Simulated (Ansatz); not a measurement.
# Cu3Te: how settings move the results

One table from this session's results is given with a row withheld; the runs are named, their logs left out.

Computed with Ansatz 0.2.0 (DFT PBE, scalar-relativistic, plane waves, PAW for the base; runs at other levels say so in their headings and inputs, unless a step's input says otherwise).

## Starting point

Symmetry: Pm-3m, No. 221, cubic system. Conventional cell: a = 3.947 Å, b = 3.947 Å, c = 3.947 Å, α = 90.00°, β = 90.00°, γ = 90.00°. Cu (site symmetry 4/mmm) has 8 Cu at 2.79 Å and 4 Te at 2.79 Å as nearest neighbours. Te (site symmetry m-3m) has 12 Cu at 2.79 Å as nearest neighbours.

As a file:

```cif
data_structure
_symmetry_space_group_name_H-M 'Pm-3m'
_symmetry_Int_Tables_number 221
_cell_length_a 3.9467
_cell_length_b 3.9467
_cell_length_c 3.9467
_cell_angle_alpha 90.000
_cell_angle_beta 90.000
_cell_angle_gamma 90.000
_cell_volume 61.47
loop_
_atom_site_label
_atom_site_type_symbol
_atom_site_symmetry_multiplicity
_atom_site_Wyckoff_symbol
_atom_site_fract_x
_atom_site_fract_y
_atom_site_fract_z
_atom_site_occupancy
Cu1 Cu 3 c 0.00000 0.50000 0.50000 1
Te1 Te 1 a 0.00000 0.00000 0.00000 1
```

Source of the structure: the Materials Project (structure only). It is taken as it stands there.

## The base run, which the others are set against

File input.yaml:

```yaml
crystal:
  lattice:
    - [3.946662, 0.0, 0.0]
    - [0.0, 3.946662, 0.0]
    - [0.0, 0.0, 3.946662]
  atoms:
    - { symbol: Cu, position: [0.0, 0.5, 0.5] }
    - { symbol: Cu, position: [0.5, 0.0, 0.5] }
    - { symbol: Cu, position: [0.5, 0.5, 0.0] }
    - { symbol: Te, position: [0.0, 0.0, 0.0] }
basis:
  ecutwfc: 420
kpoints:
  mp_grid: { grid: [10, 10, 10] }
hamiltonian:
  xc: pbe
scf:
  occupations: { method: gaussian, width: 0.1 }
output:
  forces: true
  stress: true
  eigenvalues: true
  populations: true
```

It was run beforehand and gave: -6713.7053 eV/atom at zero smearing, pressure 0.72 GPa, largest force 0.000 eV/Å, no gap on the mesh, in 8 SCF cycles and 3.2 s.

Set-up of the first run:

File input.yaml:

```yaml
crystal:
  lattice:
    - [3.946662, 0.0, 0.0]
    - [0.0, 3.946662, 0.0]
    - [0.0, 0.0, 3.946662]
  atoms:
    - { symbol: Cu, position: [0.0, 0.5, 0.5] }
    - { symbol: Cu, position: [0.5, 0.0, 0.5] }
    - { symbol: Cu, position: [0.5, 0.5, 0.0] }
    - { symbol: Te, position: [0.0, 0.0, 0.0] }
basis:
  ecutwfc: 420
kpoints:
  mp_grid: { grid: [10, 10, 10] }
hamiltonian:
  xc: lda
scf:
  occupations: { method: gaussian, width: 0.1 }
output:
  forces: true
  stress: true
  eigenvalues: true
```

Among the steps run: Functional: LDA; Functional set to PBEsol; Functional set to r2SCAN.

One table of the session follows, with a row left open; its other results are not shown here.

It belongs to the step «What the functional changes». 

| functional | pressure (GPa) |
| --- | --- |
| PBE | 0.7 |
| LDA | -8.8 |
| PBEsol | -5.2 |
| r2SCAN | ? |

**Question.** Estimate the row for r2SCAN.

As computed: pressure (GPa): -2.5. In the column «pressure (GPa)» it lies between PBEsol (-5.2) and PBE (0.7).
